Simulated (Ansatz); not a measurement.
# C2H12ClNSi4: the cost of one run

Method: DFT PBE, Gaussian basis def2-SVP, in Ansatz 0.2.0.

### Step 1. The system as given

Bond lengths (14 of 18 bonds, heavy atoms first): Si1–Cl2 2.093 Å, Si1–Si3 2.231 Å, Si1–Si4 2.231 Å, Si1–Si5 2.231 Å, N15–C16 1.157 Å, C16–C17 1.463 Å, Si3–H6 1.470 Å, Si3–H7 1.470 Å, Si3–H8 1.470 Å, Si4–H9 1.470 Å, Si4–H10 1.470 Å, Si4–H11 1.470 Å, Si5–H12 1.470 Å, Si5–H13 1.470 Å. Angles (14 of 31 angles, heavy atoms first): Cl2–Si1–Si3 109.6°, Cl2–Si1–Si4 109.6°, Cl2–Si1–Si5 109.6°, Si3–Si1–Si4 109.3°, Si3–Si1–Si5 109.3°, Si4–Si1–Si5 109.3°, N15–C16–C17 180.0°, Si1–Si3–H6 109.2°, Si1–Si3–H7 109.3°, Si1–Si3–H8 109.3°, Si1–Si4–H9 109.3°, Si1–Si4–H10 109.2°, Si1–Si4–H11 109.3°, Si1–Si5–H12 109.3°.

Structure file:

```xyz
20

Si   -1.4204   -0.6370   -1.2183
Cl   -1.7538   -2.6091   -0.6017
Si   -0.9856    0.6406    0.5580
Si   -3.2340    0.1399   -2.2592
Si    0.3168   -0.5720   -2.6163
H    -0.7532    2.0226    0.1137
H     0.2134    0.1322    1.2402
H    -2.1332    0.6027    1.4762
H    -4.3773    0.1030   -1.3356
H    -2.9890    1.5248   -2.6877
H    -3.5166   -0.6983   -3.4335
H     1.5133   -1.0781   -1.9280
H     0.5419    0.8169   -3.0427
H     0.0274   -1.4089   -3.7899
N    -0.9504    2.1426   -2.0873
C    -0.7661    3.2330   -2.4282
C    -0.5330    4.6117   -2.8592
H     0.5103    4.9030   -2.6193
H    -1.2363    5.2882   -2.3315
H    -0.6962    4.6897   -3.9538
```

### Step 2. Relaxing the atoms: C2H12ClNSi4

input.yaml

```yaml
crystal:
  periodic: [false, false, false]
  atoms:
    - { symbol: Si, position_ang: [-1.420377, -0.637008, -1.218276] }
    - { symbol: Cl, position_ang: [-1.75379, -2.609093, -0.601744] }
    - { symbol: Si, position_ang: [-0.985589, 0.640568, 0.558026] }
    - { symbol: Si, position_ang: [-3.234019, 0.13995, -2.259205] }
    - { symbol: Si, position_ang: [0.316819, -0.572009, -2.616281] }
    - { symbol: H, position_ang: [-0.753151, 2.022629, 0.113722] }
    - { symbol: H, position_ang: [0.213449, 0.132163, 1.240169] }
    - { symbol: H, position_ang: [-2.133238, 0.602692, 1.476154] }
    - { symbol: H, position_ang: [-4.377323, 0.103036, -1.335635] }
    - { symbol: H, position_ang: [-2.988954, 1.52483, -2.687666] }
    - { symbol: H, position_ang: [-3.516582, -0.69833, -3.433484] }
    - { symbol: H, position_ang: [1.513344, -1.078065, -1.928006] }
    - { symbol: H, position_ang: [0.541933, 0.81687, -3.042737] }
    - { symbol: H, position_ang: [0.027397, -1.408918, -3.789868] }
    - { symbol: "N", position_ang: [-0.950431, 2.142647, -2.08728] }
    - { symbol: C, position_ang: [-0.766084, 3.233031, -2.428166] }
    - { symbol: C, position_ang: [-0.532999, 4.611691, -2.859174] }
    - { symbol: H, position_ang: [0.510292, 4.902969, -2.619267] }
    - { symbol: H, position_ang: [-1.236309, 5.28824, -2.331453] }
    - { symbol: H, position_ang: [-0.696157, 4.689736, -3.953772] }
basis:
  gaussian: { orbitals: def2-SVP }
hamiltonian:
  xc: pbe
relax:
  f_tol: 0.004
  max_steps: 300
output:
  orbitals: {}
```

Command:

```sh
ansatz run input.yaml --threads 4 --pin off --max-ram 10240MiB --backend cpu --events-out ev --progress --plain --runs-dir out
```

**Question.** How long does this run take on 4 threads of Intel Xeon Platinum 8259CL at 2.50GHz (Skylake/Cascade Lake), shared host, and how much memory does it need?

About 44 s, with a peak of 0.35 GiB.
